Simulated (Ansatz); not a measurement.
## MgC2 in Ansatz: convergence with smearing width

Input of the first run (smearing width 0.3 eV); the others differ in this setting and in those tied to it:

Contents of input.yaml:

```yaml
crystal:
  lattice:
    - [3.950777, 0.0, 0.0]
    - [0.0, 3.950777, 0.0]
    - [0.0, 0.0, 4.987089]
  atoms:
    - { symbol: Mg, position: [-0.008895, -0.004346, 0.49239] }
    - { symbol: Mg, position: [0.503363, 0.510016, -0.005183] }
    - { symbol: C, position: [0.387627, 0.606695, 0.508715] }
    - { symbol: C, position: [0.117685, 0.120963, -1.0e-06] }
    - { symbol: C, position: [0.613053, 0.385696, 0.49721] }
    - { symbol: C, position: [0.877076, 0.883481, 0.004565] }
hamiltonian:
  xc: r2scan
  pseudopotentials: { kind: nc, accuracy: standard }
kpoints:
  mp_grid: { grid: [5, 5, 4] }
scf:
  occupations: { method: gaussian, width: 0.3 }
output:
  forces: true
  stress: true
  eigenvalues: true
```

Potentials or basis: PseudoDojo standard (PBE files).

The run is started by

```bash
$ ansatz run input.yaml --threads 2 --pin off --max-ram 5632MiB --backend cpu --events-out ev --progress --plain --runs-dir out
```

The cell isn't the ideal one: atoms moved at random, drawn with an rms of 0.05 Å.

The cell comes from a database or a generator and needn't be the stable form of this composition.

Hardware: 2 threads of Arm Neoverse V2 (shared host).

```
smearing width  energy less the tightest run, at zero smearing (meV/atom)  SCF cycles  CPU time (s)  peak memory (GiB)
        0.3 eV                                                       0.00           9            75                0.8
        0.2 eV                                                       0.00           9            75                0.8
       0.15 eV                                                       0.00           9            75                0.8
        0.1 eV                                                       0.00           9            76                0.8
       0.05 eV                                                       0.00           9            75                0.8
      0.025 eV                                                       0.00           9            76                0.8
       0.01 eV                                                       0.00           9            76                0.8
      0.005 eV                                                       0.00           9            76                0.8
```

Against the tightest run, the energy stays within 1 meV/atom from 0.3 eV on. The tightest run that finished is the yardstick and may itself not be fully converged.

Caveat, for the tightest run too: the meta-GGA runs on potentials made for a GGA; odd divisions of the mesh miss points on the zone boundary, where band edges often lie, so the gap on the mesh can be too wide.
